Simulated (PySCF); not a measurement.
**SnH: changing the method**

What do other methods print for SnH?

The runs use PySCF 2.14.0; method and basis as typed in the scripts.

3 further runs of the same task are left out: 1 for a known fault of the program, 2 that didn't finish.

**1. Where the work starts**

SnH: 2 atoms, charge 0, spin multiplicity 2.

Bond lengths: Sn1–H2 1.754 Å.

**2. The base run**

File input.py:

```python
from pyscf import gto, dft

mol = gto.M(
    atom='Sn 0 0 0; H 0 0 1.754',
    basis='x2c-svpall',
    charge=0,
    spin=1,
    verbose=4,
)
mf = dft.UKS(mol, xc='b3lyp5')
mf = mf.sfx2c1e()
mf.kernel()
mf.stability(internal=True, external=True)
mf.dip_moment()
print('orbital energies (hartree):', [e[max(0, n-3):n+3].round(4) for e, n in zip(mf.mo_energy, mol.nelec)])
```

Command:

```bash
$ python input.py
```

**3. MP2 (UHF)**

Run 1 changes step after the SCF: stability → mp2; SCF type: UKS → UHF; functional: b3lyp5 → none (Hartree–Fock); frozen orbitals: none → 18.

input.py, as its differences from that of step 2:

```diff
@@ -1,2 +1,2 @@
-from pyscf import gto, dft
+from pyscf import gto, scf, mp
 
@@ -9,6 +9,6 @@
 )
-mf = dft.UKS(mol, xc='b3lyp5')
+mf = scf.UHF(mol)
 mf = mf.sfx2c1e()
 mf.kernel()
-mf.stability(internal=True, external=True)
+mp.MP2(mf, frozen=18).kernel()
 mf.dip_moment()
```

**4. SCF alone**

Run 2 changes step after the SCF: stability → none.

input.py, as its differences from that of step 2:

```diff
@@ -12,3 +12,2 @@
 mf.kernel()
-mf.stability(internal=True, external=True)
 mf.dip_moment()
```

**5. Pbe0**

Run 3 changes functional: b3lyp5 → pbe0.

input.py, as its differences from that of step 2:

```diff
@@ -9,3 +9,3 @@
 )
-mf = dft.UKS(mol, xc='b3lyp5')
+mf = dft.UKS(mol, xc='pbe0')
 mf = mf.sfx2c1e()
```

**6. Polarisability**

Run 4 changes step after the SCF: stability → polarizability.

input.py, as its differences from that of step 2:

```diff
@@ -1,2 +1,3 @@
 from pyscf import gto, dft
+from pyscf.prop.polarizability import uhf as pol
 
@@ -12,3 +13,4 @@
 mf.kernel()
-mf.stability(internal=True, external=True)
+print('polarizability (a.u.)')
+print(pol.Polarizability(mf).polarizability().round(4))
 mf.dip_moment()
```

**7. Population analysis**

Run 5 changes step after the SCF: stability → analyze.

input.py, as its differences from that of step 2:

```diff
@@ -12,4 +12,3 @@
 mf.kernel()
-mf.stability(internal=True, external=True)
-mf.dip_moment()
+mf.analyze()
 print('orbital energies (hartree):', [e[max(0, n-3):n+3].round(4) for e, n in zip(mf.mo_energy, mol.nelec)])
```

**8. Pw6b95**

Run 6 changes functional: b3lyp5 → pw6b95.

input.py, as its differences from that of step 2:

```diff
@@ -9,3 +9,3 @@
 )
-mf = dft.UKS(mol, xc='b3lyp5')
+mf = dft.UKS(mol, xc='pw6b95')
 mf = mf.sfx2c1e()
```

Before running it: what results should come out? Wanted: for each run, E(SCF); from base; gap, α spin; SCF dipole; after the SCF.

The runs gave:

```tsv
run	E(SCF) (hartree)	from base (eV)	cycles	gap, α spin (eV)	SCF dipole (D)	after the SCF
base	-6176.387671	0	9	1.37	0.38	unstable: real -> complex, UHF/UKS -> GHF/GKS
MP2 (UHF)	-6173.775367	not comparable	10	7.00	0.23	MP2 correlation -1.988 eV, core frozen
SCF alone	-6176.387671	0.0000	9	1.37	0.38	n/a
pbe0	-6176.175826	not comparable	9	1.85	0.32	unstable: UHF/UKS -> GHF/GKS
polarisability	-6176.387671	0.0000	9	1.37	0.38	n/a
population analysis	-6176.387671	0.0000	9	1.37	0.38	n/a
pw6b95	-6178.628443	not comparable	9	1.87	0.38	unstable: real -> complex, UHF/UKS -> GHF/GKS
```

In words: The α-spin gap between the frontier levels is 1.4 eV with b3lyp5 (20 % exact exchange) and 1.9 eV with pw6b95 (28 %). Total energies of different functionals can't be compared with each other; differences within one functional can.
